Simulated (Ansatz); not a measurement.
**YHg: pressure up to the limit of the methods**

The task here is to estimate one member of a computed series from the others.

Method: DFT LDA, with the methods named in each step, in Ansatz 0.2.0.

1 further run of the same task is left out (it didn't finish).

## Starting point

The structure is cubic, space group Pm-3m (No. 221). The conventional cell has a = 3.680 Å, b = 3.680 Å, c = 3.680 Å, α = 90.00°, β = 90.00°, γ = 90.00°. Y (site symmetry m-3m) is surrounded by 8 Hg at 3.19 Å. Hg (site symmetry m-3m) has 8 Y at 3.19 Å as nearest neighbours.

Coordinates:

```
Y Hg
1.0
     3.68000    0.00000    0.00000
     0.00000    3.68000    0.00000
     0.00000    0.00000    3.68000
Y Hg
1 1
Direct
  0.50000 0.50000 0.50000
  0.00000 0.00000 0.00000
```

Whether this phase is the stable one at these pressures isn't tested.

Atoms are numbered in the order of the input: Y1, Hg2.

The first run:

input.yaml reads:

```yaml
crystal:
  lattice:
    - [3.68, 0.0, 0.0]
    - [0.0, 3.68, 0.0]
    - [0.0, 0.0, 3.68]
  atoms:
    - { symbol: "Y", position: [0.5, 0.5, 0.5] }
    - { symbol: Hg, position: [0.0, 0.0, 0.0] }
kpoints:
  mp_grid: { grid: [10, 10, 10] }
  band_path:
    path:
      - [0.0, 0.0, 0.0]
      - [0.0, 0.5, 0.0]
      - [0.5, 0.5, 0.0]
      - [0.0, 0.0, 0.0]
      - [0.5, 0.5, 0.5]
      - [0.0, 0.5, 0.0]
      - [0.5, 0.5, 0.5]
      - [0.5, 0.5, 0.0]
    npoints: 14
scf:
  occupations: { method: fermi_dirac, width: 0.05 }
hamiltonian:
  xc: lda
  pseudopotentials: { kind: all_electron, lapw: { basis_error: 0.001 } }
output:
  forces: true
  stress: true
  eigenvalues: true
  populations: true
```

The run is started by

```bash
ansatz run input.yaml --threads 1 --pin off --max-ram 2048MiB --backend cpu --events-out ev --progress --plain --runs-dir out
```

Among the steps run: The reference volume, LAPW; Volume scaled by 1, crystal datasets; Volume scaled by 0.9, LAPW; Volume scaled by 0.8, LAPW; Volume scaled by 0.55, LAPW.

One of the session's tables, all rows but one given; the rest of the session is left out.

| method | volume over the first | volume (Å³/atom) | pressure (GPa) |
| --- | --- | --- | --- |
| LAPW | 1 | 24.918 | -3.29 |
| LAPW | 0.9 | ? | ? |
| LAPW | 0.8 | 19.934 | 21.12 |
| LAPW | 0.55 | 13.705 | 145.20 |
| PAW | 1 | 24.918 | -3.29 |
| PAW | 0.9 | 22.426 | 5.55 |
| PAW | 0.8 | 19.934 | 21.11 |
| PAW | 0.55 | 13.705 | 145.17 |
| crystal datasets | 1 | 24.918 | -3.29 |

Q: Estimate the row for LAPW, 0.9 from the others.

The run gave: volume (Å³/atom): 22.426; pressure (GPa): 5.56.

Caveats from the session: Warnings in the runs' records: gradients without spin orbit, crystal datasets made.
